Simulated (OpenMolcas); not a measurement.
# Mn⁶⁺: CASSCF terms and fine-structure levels

Wanted: the level scheme of Mn⁶⁺ from active-space wave functions.

Method: state-averaged CASSCF, spin-orbit coupling by RASSI with atomic mean-field integrals. Code: OpenMolcas 26.06.

**1. The system**

```
Species                           : Mn⁶⁺ (manganese, Z = 25, 19 electrons)
Basis                             : ANO-RCC-MB [4s3p1d], 18 functions
Scalar Hamiltonian                : DKH3, point nucleus
Inactive shells                   : 1s 2s 2p 3s 3p
Active space                      : 1 electron in 5 orbitals (3d)
Some configurations of this space : 3d
Orbitals                          : optimised for each spin and parity, averaged over the low roots
```

The outer shells:

3d
```
3d [↑ ][  ][  ][  ][  ]
```

Each step is its own input file, run in one work folder so that later steps find the files of earlier ones. Labels, J, g values, rates, χT and fits are worked out afterwards by a script from the matrices that RASSI stores.

**2. Basis and integrals**

The input, a.inp:

```
&GATEWAY
Coord
1

Mn 0.0 0.0 0.0
Basis=ANO-RCC-MB
Group=XYZ
NoMove
AngMom=0.0 0.0 0.0
AMFI
&SEWARD
Relativistic=R03O02
```

The run is started by

```console
> OMP_NUM_THREADS=1 MOLCAS_MEM=2252 MOLCAS_PROJECT=a pymolcas a.inp > a.log
```

**3. CASSCF: doublets of even parity, 5 roots**

The input, a.inp:

```
&RASSCF
FileOrb=start.orb
Symmetry=1
Spin=2
nActEl=1 0 0
Inactive=3 6
Ras2=5 0
CIRoot=5 5 1
SDav=5
CIMx=300
Iter=120 100
PrWF=0.3
OrbListing=Nothing
MaxOrb=0
Atom
>>> COPY $Project.JobIph JOB001
```

start.orb holds the contracted functions of the basis, ordered by shell, or the orbitals of the step before.

**4. State interaction with spin-orbit coupling**

The input, a.inp:

```
&RASSI
NrOfJobIphs=1 5
1 2 3 4 5
IphNames
JOB001
EJob
SpinOrbit
DIPRint=1.0
SOCoupling=1000.0
Subsets=2
MEES
Property=10
'ANGMOM' 1 'ANGMOM' 2 'ANGMOM' 3 'MLTPL  1' 1 'MLTPL  1' 2 'MLTPL  1' 3
'AMFI' 1 'AMFI' 2 'AMFI' 3 'MLTPL  2' 6
SOProperty=3
'ANGMOM' 1 'ANGMOM' 2 'ANGMOM' 3
```

Before running it: what results should come out? Wanted: lowest level; first excited level; spin-orbit lowering of the lowest level.

**Answer**, as computed:

| quantity | value |
| --- | --- |
| method | CASSCF |
| lowest level | 3d 2D 3/2, 100 % of that term, g = 0.800 |
| ground level listed by NIST | 2D3/2 |
| first excited level | 3d 2D 5/2 at 0.0958 eV |
| spin-orbit lowering of the lowest level | 0.0575 eV |

**Reading.** The multiplet 2D is regular. Only the configurations of the active space and the roots asked for are present. The basis is small and contracted for the neutral atom, so it is rough for this charge. Levels of other configurations are missing from the list.
